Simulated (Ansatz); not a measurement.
# Si2Bi2S: the cost of one run

Program: Ansatz 0.2.0. Level of theory: DFT PBE, scalar-relativistic, plane waves, PAW. These are calculated values, not measurements.

## 1. The structure to begin with

Symmetry: P-3m1, No. 164, trigonal system. The conventional cell has a = 4.485 Å, b = 4.485 Å, c = 7.420 Å, α = 90.00°, β = 90.00°, γ = 120.00°. Si (site symmetry 3m) is surrounded by 4 Bi at 2.68 to 2.69 Å. Bi (site symmetry 3m) is surrounded by 4 Si at 2.68 to 2.69 Å and 3 S at 3.29 Å. S (site symmetry -3m) has 6 Bi at 3.29 Å in its first shell of neighbours.

Coordinates:

```cif
data_structure
_symmetry_space_group_name_H-M 'P 1'
_symmetry_Int_Tables_number 1
_cell_length_a 4.4848
_cell_length_b 4.4848
_cell_length_c 7.4198
_cell_angle_alpha 90.000
_cell_angle_beta 90.000
_cell_angle_gamma 120.000
_cell_volume 129.25
loop_
_atom_site_label
_atom_site_type_symbol
_atom_site_fract_x
_atom_site_fract_y
_atom_site_fract_z
_atom_site_occupancy
Si1 Si 0.66667 0.33333 0.36427 1
Si2 Si 0.33333 0.66667 0.63573 1
Bi1 Bi 0.66667 0.33333 0.72692 1
Bi2 Bi 0.33333 0.66667 0.27308 1
S1 S 0.00000 0.00000 0.00000 1
```

The cell is invented: species swapped into a database cell of LaAl2Ge2 (P-3m1, No. 164), with S on the La sites, Si on the Al sites and Bi on the Ge sites. The dimensions are guesses.

## 2. Probe: one point on a coarse mesh

File input.yaml:

```yaml
crystal:
  lattice:
    - [4.48483853, 0.0, 0.0]
    - [-2.24241926, 3.8839841, 0.0]
    - [0.0, 0.0, 7.41980556]
  atoms:
    - { symbol: Si, position: [0.66666667, 0.33333333, 0.36427167] }
    - { symbol: Si, position: [0.33333333, 0.66666667, 0.63572833] }
    - { symbol: Bi, position: [0.66666667, 0.33333333, 0.7269212] }
    - { symbol: Bi, position: [0.33333333, 0.66666667, 0.2730788] }
    - { symbol: S, position: [0.0, 0.0, 0.0] }
basis:
  ecutwfc: 420
kpoints:
  mp_grid: { grid: [6, 6, 4] }
hamiltonian:
  xc: pbe
scf:
  occupations: { method: gaussian, width: 0.1 }
  lower_state_search: "off"
output:
  forces: true
  stress: true
  eigenvalues: true
```

Run with:

```
$ ansatz run input.yaml --threads 1 --pin off --max-ram 2560MiB --backend cpu --events-out ev --progress --plain --runs-dir out
```

What time and memory should one allow on 1 thread of Intel Xeon at 2.50GHz (Skylake/Cascade Lake), shared host?

About 10 s, with a peak of 0.42 GiB.
